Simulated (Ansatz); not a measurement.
# Ni: the cost of one run

Computed with Ansatz 0.2.0 (DFT PBE, PAW, plane waves, scalar-relativistic, unless a step's input says otherwise).

## Step 1: The structure to begin with

It takes space group Fm-3m (No. 225, cubic). Conventional cell: a = 3.527 Å, b = 3.527 Å, c = 3.527 Å, α = 90.00°, β = 90.00°, γ = 90.00°. Ni (site symmetry m-3m) has 12 Ni at 2.49 Å as nearest neighbours.

Coordinates:

```
Ni
1.0
     3.52706    1.76353    1.76353
     1.76353    3.52706    1.76353
     1.76353    1.76353    3.52706
Ni
2
Direct
  0.00000 0.00000 0.00000
  0.50000 0.50000 0.50000
```

Labels such as Ni2 number the atoms in the order of the input file.

Planned first: parallel moments, plain SCF; opposed moments +-, plain SCF; no spin polarisation; spin on, no moments given (the program may seed its own), plain SCF. Further starts follow from what these give.

“Plain SCF” means no search for lower states. Ends within 0.2 meV/atom and 0.1 μB count as one state.

The total moment includes the space between the atomic spheres.

## Step 2: Parallel moments, plain SCF

Contents of input.yaml:

```yaml
crystal:
  lattice:
    - [3.52706, 1.76353, 1.76353]
    - [1.76353, 3.52706, 1.76353]
    - [1.76353, 1.76353, 3.52706]
  atoms:
    - { symbol: Ni, position: [0.0, 0.0, 0.0], spin: 2.0 }
    - { symbol: Ni, position: [0.5, 0.5, 0.5], spin: 2.0 }
magnetization:
  spin_polarized: true
hamiltonian:
  xc: pbe
  pseudopotentials: { kind: paw }
basis:
  ecutwfc: 420
kpoints:
  mp_grid: { grid: [13, 13, 13] }
scf:
  occupations: { method: fermi_dirac, width: 0.1 }
  lower_state_search: "off"
output:
  forces: true
  stress: true
  write_density: true
  write_potential: true
  elf: true
  volumetric_format: npy
```

Started as:

```
$ ansatz run input.yaml --threads 2 --pin off --max-ram 5120MiB --backend cpu --events-out ev --progress --plain --runs-dir out
```

Q: Estimate wall time and peak memory on 2 threads of Intel Xeon Platinum 8488C (Sapphire Rapids), shared host.

About 8.2 s, with a peak of 0.51 GiB.
